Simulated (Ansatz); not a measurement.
# C2H6BCl: small, medium and large basis sets

One table from this session's results is given with a row withheld; the runs are named, their logs left out.

Program: Ansatz 0.2.0, Gaussian basis. Level of theory: one geometry, several basis sets. These are calculated values, not measurements.

Levels to be run: PBE0-D4/def2-SVP; ωB97M-V/def2-SVP; PBE0-D4/def2-QZVPP; ωB97M-V/def2-QZVPP; the functionals' def2-TZVPP values are taken from earlier runs.

## Structure used throughout

An earlier PBE0-D4 in a triple-zeta def2 set relaxation fixed the geometry.

SMILES `CB(C)Cl`, 10 atoms, charge 0, spin multiplicity 1.

Atoms are counted from 1 here; the program's logs count them from 0.

Bond lengths: C1–B2 1.558 Å, C1–H5 1.093 Å, C1–H6 1.099 Å, C1–H7 1.091 Å, B2–C3 1.558 Å, B2–Cl4 1.771 Å, C3–H8 1.091 Å, C3–H9 1.099 Å, C3–H10 1.093 Å. Angles: B2–C1–H5 112.6°, B2–C1–H6 107.0°, B2–C1–H7 114.0°, H5–C1–H6 106.2°, H5–C1–H7 109.9°, H6–C1–H7 106.7°, C1–B2–C3 123.9°, C1–B2–Cl4 118.0°, C3–B2–Cl4 118.0°, B2–C3–H8 114.0°, B2–C3–H9 107.0°, B2–C3–H10 112.5°, H8–C3–H9 106.7°, H8–C3–H10 109.9°, H9–C3–H10 106.2°.

The first run:

in.yaml reads:

```yaml
crystal:
  periodic: [false, false, false]
  atoms:
    - {symbol: C, position_ang: [-0.252210, 1.087469, -0.819171]}
    - {symbol: B, position_ang: [-0.370113, -0.324232, -0.171722]}
    - {symbol: C, position_ang: [0.569388, -0.844559, 0.956349]}
    - {symbol: Cl, position_ang: [-1.649734, -1.402011, -0.752568]}
    - {symbol: H, position_ang: [0.764161, 1.486384, -0.772971]}
    - {symbol: H, position_ang: [-0.876325, 1.767671, -0.222265]}
    - {symbol: H, position_ang: [-0.625010, 1.138165, -1.842877]}
    - {symbol: H, position_ang: [0.114052, -1.597228, 1.601116]}
    - {symbol: H, position_ang: [1.425604, -1.327130, 0.463702]}
    - {symbol: H, position_ang: [0.983386, -0.035528, 1.563307]}
basis:
  gaussian: {orbitals: def2-SVP}
hamiltonian: {xc: pbe0, dispersion: d4}
output: {orbitals: {seedname: orbitals}}
```

Launch:

```console
$ ansatz run in.yaml --threads 4 --pin off --events-out ev --progress --plain --max-ram 10444MiB
```

Steps of the session up to this table: PBE0-D4 in def2-SVP; ωB97M-V in def2-SVP; PBE0-D4 in def2-QZVPP; ωB97M-V in def2-QZVPP.

One of the session's tables, all rows but one given; the rest of the session is left out.

It belongs to the step «Functionals by basis». 

| functional | basis | HOMO (eV) |
| --- | --- | --- |
| PBE0-D4 | def2-SVP | -8.14 |
| PBE0-D4 | def2-TZVPP | -8.28 |
| PBE0-D4 | def2-QZVPP | ? |
| ωB97M-V | def2-SVP | -10.40 |
| ωB97M-V | def2-TZVPP | -10.57 |
| ωB97M-V | def2-QZVPP | -10.60 |

Estimate the missing values for PBE0-D4, def2-QZVPP.

**Answer.** HOMO (eV): -8.31. In the column «HOMO (eV)» it lies between ωB97M-V, def2-SVP (-10.40) and PBE0-D4, def2-TZVPP (-8.28).
